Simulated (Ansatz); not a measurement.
# Ag3F (I4/mmm) in Ansatz: relaxation of the atoms with PBE

Aim: the relaxation of the atoms of Ag3F with PBE.

Everything below comes from runs of Ansatz 0.2.0. Logs are shortened: lines on timing, memory, paths and dates and some standing lists are left out, and cuts for length are marked.

**1. The cell of the first run**

It takes space group I4/mmm (No. 139, tetragonal). The conventional cell has a = 4.548 Å, b = 4.548 Å, c = 6.175 Å, α = 90.00°, β = 90.00°, γ = 90.00°. Ag (site symmetry -4m2) is surrounded by 6 Ag at 2.75 to 3.09 Å and 4 F at 2.75 Å. Ag (site symmetry 4/mmm) has 8 Ag at 2.75 Å and 2 F at 3.09 Å as nearest neighbours. F (site symmetry 4/mmm) has 10 Ag at 2.75 to 3.09 Å as nearest neighbours.

The cell was built by a generator and needn't be a form met in nature.

**2. Relaxation of the atoms, PBE (strained by -4 %)**

File input.yaml:

```yaml
crystal:
  lattice:
    - [0.0, 3.21609, 3.0874464]
    - [3.21609, 0.0, 3.0874464]
    - [3.21609, 3.21609, 0.0]
  atoms:
    - { symbol: Ag, position: [0.25, 0.25, 0.25] }
    - { symbol: Ag, position: [0.75, 0.75, 0.75] }
    - { symbol: Ag, position: [0.5, 0.5, 0.5] }
    - { symbol: F, position: [0.0, 0.0, 0.0] }
hamiltonian:
  xc: pbe
  pseudopotentials: { kind: paw }
kpoints:
  mp_grid: { grid: [5, 5, 5] }
scf:
  occupations: { method: fermi_dirac, width: 0.05 }
output:
  forces: true
  stress: true
  eigenvalues: true
  write_density: true
  write_potential: true
  elf: true
  volumetric_format: npy
relax:
  f_tol: 0.01
  max_steps: 40
```

Potentials or basis: Ansatz PAW.

Run with:

```bash
ansatz run input.yaml --threads 2 --pin off --max-ram 5632MiB --backend cpu --events-out ev --progress --plain --runs-dir out
```

The log of the run:

```text
Warning: output.stress: scf.convergence.dr2_threshold = 1e-7 eV (the SCF's general default) is looser than the 4e-10 eV advised for a printed stress (1e-10 eV for each atom of the cell: 4). What an SCF threshold leaves in a stress goes as its square root, and in the free energy as the threshold itself, and one threshold admits the most on a small cell: of the crystals measured, under no hybrid functional and no lock of the moments, on runs that ended without the residual-converged pass, on stresses that held no estimate of that error, the worst erred by over 100 MPa in a component at 1e-7 eV an atom and by under 5 at 1e-10. Every solve of this run answers to scf.convergence.dr2_threshold, and the tensor of one is reported: a single SCF on the reported geometry and on this run's grids (its basis.xc_grid and basis.ecutrho_ratio typed), with scf.convergence.dr2_threshold at 4e-10 eV or tighter, prints it and tightens no other solve. Else set scf.convergence.dr2_threshold to 4e-10 eV or tighter. The threshold is an SCF's pass mark: one that does not reach it within its budget of iterations ends unconverged, or closes short of it on a stop that the run arms, and scf.convergence.dr2_threshold's page says what that costs each kind of run
Warning: RAYON_NUM_THREADS=2 ignored (pool sized by the plan → 2); use --threads N
Engine: ansatz 0.2.0, aarch64-unknown-linux-gnu
Pseudopotentials: kind: paw
Pseudopotential: Ag, paw, valence charge 19, recommended cutoff 420 eV (normal), Ag.paw.azcp
Pseudopotential: F, paw, valence charge 7, recommended cutoff 420 eV (normal), F.paw.azcp
Functional definition: PBE
  parameter kappa = 0.804
  parameter beta = 0.06672455060314922
  exchange = pbe_x(kappa = kappa, mu = beta*pi^2/3)
  correlation = pbe_c(beta = beta)
Crystal: 4 atoms, lattice volume = 63.868 Å³
Basis set: ecut = 420 eV, 1235 PW (Γ), exchange–correlation on 60×60×64 points (8 copies of the dense FFT grid, shifted against one another)
Bands: 39, of which v1, the nominal top of the filled ones, is band 32 counted from 1 (31 counted from 0)
Symmetry: 16 space group operations
Space group: I4/mmm (ITA 139), of the structure as read, at distance tolerance 4.0e-5 Å
k-points: 18 of 125
Non-local potential: Ag, projectors of the file, l = 0: 3, l = 1: 2, l = 2: 2, l = 3: 1
Non-local potential: F, projectors of the file, l = 0: 2, l = 1: 2, l = 2: 1
PAW form: soft (Blöchl's): semilocal exchange-correlation on the pseudo side does not see the compensation charge
PAW one-centre angular grid: Ag, 590 points (default); XC on 64 Gauss nodes
PAW one-centre angular grid: F, 110 points (default); XC on 64 Gauss nodes
Initial density: superposition of atomic densities (neutral atoms: chi_scale 0, normalization atom), corrected by the library's trained network
Initial wavefunctions: pseudopotential atomic-orbital guess
Functional: x = pbe(κ = 0.804, μ = 0.2195149727645171), c = pbe(β = 0.06672455060314922)
SCF iter   1: F=—  HF=-23578.302966 eV  |F-HF|=—  |Δ(HF+E_count)|=         —  Δρ=3.72e-3  dr2=7.82e-3  ethr=1.77e-3  ⟨swp⟩=5.8  Hψ=2405  notcnv=0  defer=4
preconditioner: auto → Kerker (q_TF=auto, 2.729 Å⁻¹)  [metal: Δε(μ)=0.061 eV  Ē_g=11.631 eV  σ=0.050 eV  W_gap=0.30  n_scr=14 (ndim 8)  ℏωp=29.4 eV  f_vac=0.000  D(μ)=2.17/eV (n_scr^D=14)]
SCF iter   2: F=—  HF=-23578.303400 eV  |F-HF|=—  |Δ(HF+E_count)|=   4.34e-4  Δρ=1.71e-3  dr2=1.74e-3  ethr=1.22e-5  ⟨swp⟩=2.3  Hψ=1180  notcnv=0  defer=10
SCF iter   3: F=—  HF=-23578.303410 eV  |F-HF|=—  |Δ(HF+E_count)|=   9.85e-6  Δρ=4.57e-4  dr2=1.15e-4  ethr=2.72e-6  ⟨swp⟩=2.3  Hψ=946  notcnv=0  defer=10
SCF iter   4: F=—  HF=-23578.303449 eV  |F-HF|=—  |Δ(HF+E_count)|=   3.89e-5  Δρ=1.10e-4  dr2=7.33e-6  ethr=1.80e-7  ⟨swp⟩=2.0  Hψ=944  notcnv=0  defer=10
SCF iter   5: F=—  HF=-23578.303444 eV  |F-HF|=—  |Δ(HF+E_count)|=   4.69e-6  Δρ=3.09e-5  dr2=6.72e-7  ethr=1.14e-8  ⟨swp⟩=2.1  Hψ=1029  notcnv=0  defer=10
SCF iter   6: F=-23578.303444 eV  HF=-23578.303444 eV  |F-HF|=4.23e-8  |Δ(HF+E_count)|=   8.87e-9  Δρ=1.15e-5  dr2=9.17e-8  ethr=1.56e-10  ⟨swp⟩=10.9  Hψ=4281  notcnv=0
SCF 1 converged in 6 iterations: F = -23578.303444 eV  dr2 = 9.17e-8
relax step   1: F+E_penalty+E_count = -23578.30344410 eV  Δ(F+E_penalty+E_count) = +0.000e0 eV  max|allowed force component| = 2.776e-17 eV/Å  Δτ_max = 0.0000 Å  (6 SCF iters, accepted)
SCF converged after 6 iterations
Free energy (F): -23578.303444 eV
Harris-Foulkes:  -23578.303444 eV  (|F-HF|=4.23e-8)
Internal energy: -23578.287199 eV  (E = F + TS)
E sigma→0 (E₀):  -23578.295322 eV
Entropy (-TS):   -0.016245 eV (-4.061 meV/atom)
Fermi energy:    14.008197 eV
--- Per-component energies (eV) ---
  E_band       = -843.033183
  E_kinetic    = 1788.269909
  E_local      = -7627.433305  (includes V_loc(G=0)·N_el)
  E_nonlocal   = 316.139581
  E_hartree    = 3394.363620
  E_xc         = -632.622281
  E_vxc        = -804.482310  (∫ρ·V_xc dr)
  E_paw        = -11908.565505  (= ΣΔE_a)
  E_vpaw       = -1304.263824  (= ΣTr[D̂ρ^β])
  E_aug_tail   = 0.002892  (compensation charges beyond the density's cutoff)
  E_ewald      = -8908.442109
  E_smearing   = -0.016245  (= −TS)
  E_closure    = 0.000000  (closes the sum)
  Σ components = -23578.303444   (vs F -23578.303444, Δ=0.00e0)
--- Forces (eV/Å), atoms counted from 1 ---
  atom   1  Ag    -0.00000000     0.00000000     0.00000000
  atom   2  Ag     0.00000000     0.00000000    -0.00000000
  atom   3  Ag    -0.00000000    -0.00000000     0.00000000
  atom   4  F      0.00000000    -0.00000000    -0.00000000
  max |Σ_I F_I| component: 1.03e-27 eV/Å
--- Stress (GPa, compression-positive) ---
        3.342438      -0.000000      -0.000000
       -0.000000       3.342438       0.000000
       -0.000000       0.000000       3.481320
  P = ⅓ Tr σ = 3.3887 GPa (33.887 kbar)
--- Band table (eV; the first three rows and the last of 18) ---
  k-point 0: bands = ["-77.8149", "-77.5328", "-77.5295", "-41.3226", "-41.3226", "-41.3032", "-41.0499", "-41.0312", "-41.0312", "-41.0045", "-41.0011", "-41.0011", "-8.3745", "8.2827", "8.4379", "8.4712", "8.4712", "8.5082", "8.5246", "9.0112", "9.1101", "9.1101", "10.7298", "10.8381", "10.9970", "11.0282", "11.0282", "11.0576", "11.0971", "11.0971", "11.1096", "11.1870", "20.3106", "20.5867", "20.5867", "21.3506", "21.7532", "21.7532", "22.3195"]
  k-point 1: bands = ["-77.8146", "-77.5326", "-77.5299", "-41.3242", "-41.3225", "-41.3043", "-41.0440", "-41.0284", "-41.0262", "-41.0106", "-41.0052", "-41.0024", "-8.3681", "7.9624", "8.3003", "8.3154", "8.7795", "8.8249", "8.9073", "9.1491", "9.1514", "9.7731", "10.2634", "10.5787", "10.5990", "10.7056", "10.7474", "10.9328", "11.0023", "11.4373", "11.4784", "11.4957", "17.2814", "19.7943", "19.9484", "21.3395", "22.4206", "22.6242", "23.8853"]
  k-point 2: bands = ["-77.8142", "-77.5320", "-77.5309", "-41.3265", "-41.3221", "-41.3053", "-41.0340", "-41.0233", "-41.0225", "-41.0194", "-41.0099", "-41.0052", "-8.3580", "8.0384", "8.3748", "8.3835", "8.7701", "8.8456", "8.8499", "9.6363", "9.6672", "10.0526", "10.1692", "10.1818", "10.4807", "10.5826", "10.7155", "10.7952", "10.7995", "11.6320", "11.6691", "11.7170", "14.4184", "19.0618", "19.3998", "21.2116", "22.8623", "23.1479", "23.8294"]
  k-point 17: bands = ["-77.8139", "-77.5318", "-77.5315", "-41.3311", "-41.3293", "-41.2968", "-41.0512", "-41.0157", "-41.0122", "-41.0118", "-41.0117", "-41.0085", "-8.3520", "8.2711", "8.2788", "8.8401", "8.8518", "8.9359", "9.0968", "9.4127", "9.5263", "9.5949", "10.1040", "10.2546", "10.3005", "10.4049", "10.6556", "10.9362", "10.9669", "11.2890", "11.3351", "14.0930", "15.0304", "15.2021", "17.3750", "19.4492", "23.8177", "26.1134", "26.2046"]
--- Relaxed structure (1 steps of the walk, 1 accepted, 0 SCFs on fresh bases) ---
  F+E_penalty+E_count = -23578.30344410 eV   max|allowed force component| = 2.776e-17 eV/Å
  atoms:
    - { symbol: Ag, position: [0.25000000000000006, 0.25000000000000006, 0.24999999999999994] }
    - { symbol: Ag, position: [0.75, 0.75, 0.7500000000000002] }
    - { symbol: Ag, position: [0.5000000000000001, 0.5000000000000001, 0.4999999999999999] }
    - { symbol: F, position: [0.0, 0.0, 0.0] }
```

rho_z.tsv:

```text
# z_ang	rho[e/angstrom^3]
# format = ansatz-planar-average/11
# lattice	0.000000000	3.216090000	3.087446400
# lattice	3.216090000	0.000000000	3.087446400
# lattice	3.216090000	3.216090000	0.000000000
# sites	4
# site	47	1.608045000	1.608045000	1.543723200
# site	47	4.824135000	4.824135000	4.631169600
# site	47	3.216090000	3.216090000	3.087446400
# site	9	0.000000000	0.000000000	0.000000000
0.000000	6.849885e-1
0.142132	6.745725e-1
0.284265	6.595153e-1
0.426397	6.752342e-1
0.568530	7.489637e-1
0.710662	8.779860e-1
[... 24 lines left out ...]
4.263973	6.595153e-1
4.406106	6.745725e-1
```

v_z.tsv:

```text
# z_ang	v_es[eV]	v_tot[eV]
# format = ansatz-planar-average/11
# xc	pbe
# density_cutoff_ev	1680
# datasets	Ag=:simpson_from_first_knot:soft	F=:simpson_from_first_knot:soft
# lattice	0.000000000	3.216090000	3.087446400
# lattice	3.216090000	0.000000000	3.087446400
# lattice	3.216090000	3.216090000	0.000000000
# sites	4
# site	47	1.608045000	1.608045000	1.543723200
# site	47	4.824135000	4.824135000	4.631169600
# site	47	3.216090000	3.216090000	3.087446400
# site	9	0.000000000	0.000000000	0.000000000
0.000000	1.147154e1	8.338483e-1
0.142132	1.137561e1	7.137904e-1
0.284265	1.118242e1	4.262991e-1
0.426397	1.103028e1	1.258720e-1
0.568530	1.095102e1	-6.191504e-2
0.710662	1.091956e1	-1.046110e-1
[... 24 lines left out ...]
4.263973	1.118242e1	4.262991e-1
4.406106	1.137561e1	7.137904e-1
```

Run time: 1.3 s. Hardware: 2 threads of Arm Neoverse V2, shared host; peak memory 0.34 GiB.

Results:

| Item | Value |
| --- | --- |
| Free energy | -23578.3034 eV |
| Pressure after relaxing | 3.4 GPa |
| Band gap on the k mesh | none (metal or under the smearing width) |

Stress tensor (GPa, compression positive):
```
3.34 0.00 0.00
0.00 3.34 0.00
0.00 0.00 3.48
```

Final structure:
```xyz
4
Lattice="0.0000 3.2161 3.0874 3.2161 0.0000 3.0874 3.2161 3.2161 0.0000" Properties=species:S:1:pos:R:3 pbc="T T T"
Ag    1.6080    1.6080    1.5437
Ag    4.8241    4.8241    4.6312
Ag    3.2161    3.2161    3.0874
F     0.0000    0.0000    0.0000
```

Caveat: the relaxation stopped at its first step, so nothing moved; the thresholds are loose for stress.
